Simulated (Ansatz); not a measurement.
A run of Ansatz 0.2.0 is set up as follows.

The input input.yaml:

```yaml
crystal:
  lattice:
    - [3.315, 0.0, 0.0]
    - [0.0, 3.315, 0.0]
    - [0.0, 0.0, 6.63]
  atoms:
    - { symbol: Hg, position: [0.0, 0.0, 0.0] }
    - { symbol: Hg, position: [0.0, 0.0, 0.5] }
    - { symbol: Mn, position: [0.5, 0.5, 0.25], spin: 4.0 }
    - { symbol: Mn, position: [0.5, 0.5, 0.75], spin: -4.0 }
hamiltonian:
  xc: revpbe
  pseudopotentials: { kind: paw }
  dispersion: d3bj
  hubbard: { sites: [{ species: Mn, l: d, u_eff: 4.5 }] }
magnetization:
  spin_polarized: true
kpoints:
  mp_grid: { grid: [8, 8, 4] }
scf:
  occupations: { method: methfessel_paxton, width: 0.1 }
  n_extra_bands: 16
output:
  eigenvalues: true
  optics: { e_range: [0, 14], sigma: 0.1, nscf_kmesh: { grid: [11, 11, 6] } }
```

Potentials or basis: Ansatz PAW.

Command:

```sh
$ ansatz run input.yaml --threads 2 --pin off --max-ram 5632MiB --backend cpu --events-out ev --progress --plain --runs-dir out
```

Problem. Estimate the site moments.

Solution. Hg -0.00; Mn +4.49, -4.49 μB.

Problem. What does it give for the net moment?

Solution. 0.00 μB per cell.

Problem. Predict the absolute moment.

Solution. 9.64 μB per cell.

Eigenvalues of the final occupation matrices:
```tsv
site	spin	trace	eigenvalues
site 1	1	4.97	0.99 0.99 0.99 1.00 1.00
site 1	2	0.42	0.04 0.05 0.11 0.11 0.11
site 2	1	0.42	0.04 0.05 0.11 0.11 0.11
site 2	2	4.97	0.99 0.99 0.99 1.00 1.00
```

Caveat: the magnetic or orbital state may not be the lowest; the U is typed as a test and isn't derived for this compound. Spin-orbit coupling is left out, which matters for the levels of Hg.
